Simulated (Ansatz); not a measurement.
# ClH6SbSi2: up Jacob's ladder to CCSD(T)

Aim: compute ClH6SbSi2 with functionals from several rungs and with coupled cluster. The yardstick is the atomisation energy at the CCSD(T) limit.

Computed with Ansatz 0.2.0, Gaussian basis. Level: functionals in def2-TZVPP, the program's frozen cores in correlated methods.

Plan: LDA (SPW92), PBE-D4, revPBE-D4, BLYP-D4, r2SCAN-D4, B97M-V, PBE0-D4, B3LYP-D4, r2SCANh-D4, r2SCAN0-D4, HSE06-D4, BHLYP-D4, CAM-B3LYP-D4, LC-ωPBE, ωB97X-V, ωB97M-V, B2PLYP, PBE-QIDH; CCSD(T)/def2-SVP; CCSD(T)/def2-TZVPP; MP2/def2-QZVPP; extrapolation to the limit; RPA on PBE.

### Step 1. The relaxed structure

The geometry comes from an earlier relaxation with PBE0-D4 in a triple-zeta def2 set; it is a stationary point, not always the lowest conformer. Sb takes the def2 core potential; no spin-orbit term is included.

SMILES `[SiH3][Sb]([SiH3])[Cl]`, 10 atoms, charge 0, spin multiplicity 1.

Atoms are counted from 1 here; the program's logs count them from 0.

Bond lengths: Si1–Sb2 2.579 Å, Si1–H5 1.485 Å, Si1–H6 1.484 Å, Si1–H7 1.489 Å, Sb2–Si3 2.579 Å, Sb2–Cl4 2.379 Å, Si3–H8 1.484 Å, Si3–H9 1.485 Å, Si3–H10 1.489 Å. Angles: Sb2–Si1–H5 109.0°, Sb2–Si1–H6 110.6°, Sb2–Si1–H7 108.1°, H5–Si1–H6 110.0°, H5–Si1–H7 109.2°, H6–Si1–H7 109.9°, Si1–Sb2–Si3 89.8°, Si1–Sb2–Cl4 92.9°, Si3–Sb2–Cl4 92.9°, Sb2–Si3–H8 110.7°, Sb2–Si3–H9 109.0°, Sb2–Si3–H10 108.1°, H8–Si3–H9 110.0°, H8–Si3–H10 109.9°, H9–Si3–H10 109.2°.

### Step 2. LDA

This LDA is Slater exchange with PW92 correlation.

Input file in.yaml:

```yaml
crystal:
  periodic: [false, false, false]
  atoms:
    - {symbol: Si, position_ang: [-1.235313, 1.220562, -0.587844]}
    - {symbol: Sb, position_ang: [0.494221, -0.443862, -1.531222]}
    - {symbol: Si, position_ang: [1.467979, -0.756595, 0.836375]}
    - {symbol: Cl, position_ang: [-0.981596, -2.295765, -1.300151]}
    - {symbol: H, position_ang: [-2.301991, 1.434604, -1.598602]}
    - {symbol: H, position_ang: [-1.825505, 0.703917, 0.672354]}
    - {symbol: H, position_ang: [-0.540636, 2.511627, -0.329142]}
    - {symbol: H, position_ang: [0.379562, -0.906740, 1.834472]}
    - {symbol: H, position_ang: [2.336936, -1.960776, 0.846621]}
    - {symbol: H, position_ang: [2.289441, 0.442028, 1.160139]}
basis:
  gaussian: {orbitals: def2-TZVPP}
hamiltonian: {xc: lda}
output: {orbitals: {seedname: orbitals}}
```

Further steps of the session: PBE-D4 (GGA); revPBE-D4 (GGA); BLYP-D4 (GGA); r2SCAN-D4 (meta-GGA); B97M-V (meta-GGA); PBE0-D4 (hybrid); B3LYP-D4 (hybrid); r2SCANh-D4 (hybrid); r2SCAN0-D4 (hybrid); HSE06-D4 (hybrid); BHLYP-D4 (hybrid); CAM-B3LYP-D4 (range-separated); LC-ωPBE-D4 (range-separated); ωB97X-V (range-separated); ωB97M-V (range-separated); B2PLYP (double hybrid); PBE-QIDH (double hybrid); CCSD(T) in def2-SVP; CCSD(T) in def2-TZVPP; MP2 in def2-QZVPP; RPA on PBE orbitals.

**Question.** What will the summary of the whole plan be? Wanted: atomisation energy, CCSD(T)/CBS; farthest beyond LDA; mean size of error, GGA; mean size of error, meta-GGA; mean size of error, hybrid; mean size of error, range-separated; mean size of error, double hybrid; gap, smallest and largest; T1 diagnostic.

As calculated:

| quantity | value |
| --- | --- |
| atomisation energy, CCSD(T)/CBS | 28.041 eV |
| functionals within 0.280 eV (1.0 %) | r2SCAN-D4, B97M-V, B3LYP-D4, CAM-B3LYP-D4, ωB97X-V, ωB97M-V |
| farthest beyond LDA | LC-ωPBE (-0.940 eV) |
| mean size of error, GGA | 0.445 eV |
| mean size of error, meta-GGA | 0.197 eV |
| mean size of error, hybrid | 0.378 eV |
| mean size of error, range-separated | 0.390 eV |
| mean size of error, double hybrid | 0.724 eV |
| gap, smallest and largest | 3.37 eV (LDA (SPW92)), 9.71 eV (LC-ωPBE) |
| T1 diagnostic | 0.0131 |
| triples share of the correlation energy | 3.5 % |

**Reading.** LDA overbinds by 3.123 eV (11 %). PBE-D4 misses by -0.292 eV. Double hybrids carry the basis error of their MP2 part in triple zeta, and no dispersion term here, so their miss is partly the set-up's. By mean error the best rung here is meta-GGA (0.197 eV) and the worst beyond LDA is double hybrid (0.724 eV). Misses under about 0.280 eV are within the doubt on the reference itself, which lacks core-valence correlation, spin-orbit coupling and higher excitations, and its outer-core shells are covered unevenly. All levels share the lack of spin-orbit coupling, which lowers the free heavy atoms and so the true binding. Hartree-Fock recovers 72 % of the binding; the rest is correlation. CCSD(T) in def2-SVP is off by -2.767 eV, more than most functionals: a good method in a small basis is no reference. The gap grows from 3.4 to 9.7 eV across the functionals, mostly with the share of exact exchange. Correlated methods include outer-core shells of Sb, which these sets cover unevenly.
